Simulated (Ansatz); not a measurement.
I need vertical energies of changing the electron count of F2H2SSn, SMILES [F][SnH]([F])[SH]. Use the Ansatz DFT code, driven from Python. Use (for the species named): CAM-B3LYP, def2-TZVP basis, multiplicity 1.

```yaml
atoms:
  - { symbol: F, position_ang: [0.3947, -2.1457, 1.0158] }
  - { symbol: Sn, position_ang: [0.3524, -0.4153, 0.0418] }
  - { symbol: F, position_ang: [0.4025, -0.7535, -1.8820] }
  - { symbol: S, position_ang: [-1.5833, 0.8296, 0.5525] }
  - { symbol: H, position_ang: [1.7543, 0.5199, 0.5077] }
  - { symbol: H, position_ang: [-1.2786, 1.9009, -0.2819] }
```

The script, `f2h2ssn.py`:
```python
# -*- coding: utf-8 -*-
"""Vertical ionisation energy of F2H2SSn."""

from dataclasses import dataclass

import ansatz as az


@dataclass(frozen=True)
class RunConfig:
    basis_set: str = "def2-TZVP"
    functional: str = "cam_b3lyp"


cfg = RunConfig()


def single_point(molecule, charge=0, unpaired=0):
    calc = molecule.calculation().basis(gaussian=cfg.basis_set).functional(cfg.functional)
    if charge:
        calc = calc.charge(charge)
    if unpaired:
        calc = calc.spin("collinear", total=unpaired)
    report = calc.run(threads=1).report
    if report["published_state_doubts"]:
        print("  doubts:", report["published_state_doubts"])
    return report["free_energy_ev"]

GEOMETRY = """
F     0.39470   -2.14570    1.01580
Sn    0.35240   -0.41530    0.04180
F     0.40250   -0.75350   -1.88200
S    -1.58330    0.82960    0.55250
H     1.75430    0.51990    0.50770
H    -1.27860    1.90090   -0.28190
"""

system = az.Crystal.molecule()
for line in GEOMETRY.strip().splitlines():
    symbol, *xyz = line.split()
    system = system.atom(symbol, [float(v) for v in xyz])

# total-energy differences at one geometry
parent = single_point(system, 0, 0)
cation = single_point(system, 1, 1)
print(f"E(N)   = {parent:.5f} eV")
print(f"E(N-1) = {cation:.5f} eV  (1 unpaired)")
print(f"vertical ionisation energy {cation - parent:.3f} eV")
```

`python f2h2ssn.py` gives:
```text
E(N)   = -22136.82127 eV
E(N-1) = -22126.11550 eV  (1 unpaired)
vertical ionisation energy 10.706 eV
```

At this unrelaxed geometry removing an electron costs 10.71 eV.

What to keep in mind:
- Total energies depend on the basis set; only differences at equal settings carry meaning.
- The geometry is a force-field or estimated start, not a minimum of this method, and the basis set is short of its limit. All parts are taken at fixed geometry, without zero-point energy. At an unrelaxed start these energies can be a whole eV from those at the minimum, and a small affinity can change sign.
- def2 sets replace the cores of elements past krypton by effective core potentials.
- Run time: 17 s on 1 thread of Arm Neoverse V2, with other jobs on the host, peak memory 0.57 GiB.
